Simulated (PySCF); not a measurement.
# [Ce(H2O)9]4+: other functionals and bases at one geometry

One table from this session's results is given with a row withheld; the runs are named, their logs left out.

Computed with PySCF 2.14.0. Level: several levels, as the steps say, no spin–orbit coupling.

1 further run of the same task is left out (for a known fault of the program).

## Starting geometry

28 atoms, charge 4, spin multiplicity 1.

Bond lengths: Ce1–O2 2.485 Å, Ce1–O5 2.485 Å, Ce1–O8 2.485 Å, Ce1–O11 2.485 Å, Ce1–O14 2.485 Å, Ce1–O17 2.485 Å, Ce1–O20 2.417 Å, Ce1–O23 2.417 Å, Ce1–O26 2.417 Å, O2–H3 0.980 Å, O2–H4 0.981 Å, O5–H6 0.980 Å, O5–H7 0.981 Å, O8–H9 0.980 Å, O8–H10 0.981 Å, O11–H12 0.981 Å, O11–H13 0.980 Å, O14–H15 0.981 Å and more. Angles: O2–Ce1–O5 73.8°, O2–Ce1–O8 73.8°, O2–Ce1–O11 92.2°, O2–Ce1–O14 139.4°, O2–Ce1–O17 139.4°, O2–Ce1–O20 69.7°, O2–Ce1–O23 133.9°, O2–Ce1–O26 69.7°, O5–Ce1–O8 73.8°, O5–Ce1–O11 139.4°, O5–Ce1–O14 92.2°, O5–Ce1–O17 139.4°, O5–Ce1–O20 69.7°, O5–Ce1–O23 69.7°, O5–Ce1–O26 133.9°, O8–Ce1–O11 139.4°, O8–Ce1–O14 139.4°, O8–Ce1–O17 92.2° and more.

As a file:

```xyz
28
charge 4, multiplicity 1
Ce    0.0000    0.0000    0.0000
O     1.7236    0.0000    1.7905
H     1.6626    0.0000    2.7687
H     2.6906    0.0000    1.6231
O    -0.8618    1.4927    1.7905
H    -0.8313    1.4398    2.7687
H    -1.3453    2.3301    1.6231
O    -0.8619   -1.4927    1.7905
H    -0.8313   -1.4398    2.7687
H    -1.3453   -2.3301    1.6231
O     1.7236    0.0000   -1.7905
H     2.6906    0.0000   -1.6231
H     1.6626    0.0000   -2.7687
O    -0.8618    1.4927   -1.7905
H    -1.3453    2.3301   -1.6231
H    -0.8313    1.4398   -2.7687
O    -0.8619   -1.4927   -1.7905
H    -1.3453   -2.3301   -1.6231
H    -0.8313   -1.4398   -2.7687
O     1.2086    2.0932    0.0000
H     1.5040    2.6049    0.7819
H     1.5040    2.6049   -0.7819
O    -2.4170    0.0000    0.0000
H    -3.0079    0.0001    0.7819
H    -3.0079    0.0001   -0.7819
O     1.2085   -2.0932    0.0000
H     1.5039   -2.6049    0.7819
H     1.5039   -2.6049   -0.7819
```

Formal oxidation states: Ce +4. The 4f shell is empty and lies in the core potential. An earlier session relaxed this geometry at B3LYP, Ce lcecp-2-SVP with ECP46, O def2-SVP, H def2-SVP (singlet, point group D3h). Its vibrations showed it to be a saddle point, relaxed within its symmetry.

At B3LYP on the finer grid: E = -724.537252 Eh, frontier levels not given, since the 4f levels lie in the core, Mulliken charge on Ce1 +1.37 e, largest force component 0.016 eV/Å. The large-core potential holds the 4f shell empty.

Levels to run: PBE0; r2SCAN; BLYP; M06-L. Hardware: 4 threads of Intel Xeon 6975P-C (Granite Rapids), shared host.

The first run:

Contents of run.py (the lines that set the calculation):

```python
mol = gto.M(atom='''
Ce     0.00000     0.00000     0.00000
O      1.72364    -0.00003     1.79053
H      1.66257    -0.00003     2.76869
H      2.69058    -0.00004     1.62312
O     -0.86180     1.49273     1.79053
H     -0.83126     1.43984     2.76869
H     -1.34525     2.33014     1.62312
O     -0.86185    -1.49271     1.79053
H     -0.83131    -1.43981     2.76869
H     -1.34533    -2.33009     1.62312
O      1.72364    -0.00003    -1.79053
H      2.69058    -0.00004    -1.62312
H      1.66257    -0.00003    -2.76869
O     -0.86180     1.49273    -1.79053
H     -1.34525     2.33014    -1.62312
H     -0.83126     1.43984    -2.76869
O     -0.86185    -1.49271    -1.79053
H     -1.34533    -2.33009    -1.62312
H     -0.83131    -1.43981    -2.76869
O      1.20855     2.09319     0.00000
H      1.50397     2.60486     0.78186
H      1.50397     2.60486    -0.78186
O     -2.41704     0.00004     0.00000
H     -3.00786     0.00005     0.78186
H     -3.00786     0.00005    -0.78186
O      1.20848    -2.09323     0.00000
H      1.50389    -2.60491     0.78186
H      1.50389    -2.60491    -0.78186''',
    basis={'Ce': 'lcecp-2-SVP', 'O': 'def2-SVP', 'H': 'def2-SVP'},
    ecp={'Ce': 'lcecp-2-SVP'},
    charge=4, spin=0)
mf = dft.RKS(mol, xc='PBE0')
mf.grids.atom_grid = (75, 302)  # f atoms: unpruned, at least (60, 302)
mf = mf.density_fit()  # fitting sets: Ce AutoAux, O def2-universal-JKFIT, H def2-universal-JKFIT
mf.conv_tol = 1e-08; mf.max_cycle = 55
mf.kernel(dm0)  # dm0: the density of the relaxed state
```

Command:

```sh
$ OMP_NUM_THREADS=4 python run.py
```

Steps of the session up to this table: PBE0; r2SCAN; BLYP; M06-L.

One of the session's tables, all rows but one given; the rest of the session is left out.

```
               level  charge on Ce1 (e)  largest force component (eV/Å)
B3LYP (relaxed here)               1.37                            0.02
                PBE0               1.46                            0.16
              r2SCAN                  ?                               ?
                BLYP               1.08                            0.42
               M06-L               1.64                            0.15
```

Q: Estimate the row for r2SCAN from the others.

As computed: charge on Ce1 (e): 1.43; largest force component (eV/Å): 0.12. In the column «charge on Ce1 (e)» it lies between B3LYP (relaxed here) (1.37) and PBE0 (1.46).

The largest leftover force, 0.42 eV/Å with BLYP, stands at a geometry relaxed at another level. With 4f in the core, its levels are missing from HOMO and gap, and its count is fixed, so no charge can pass from the ligands into it. Total energies of different levels can't be compared.
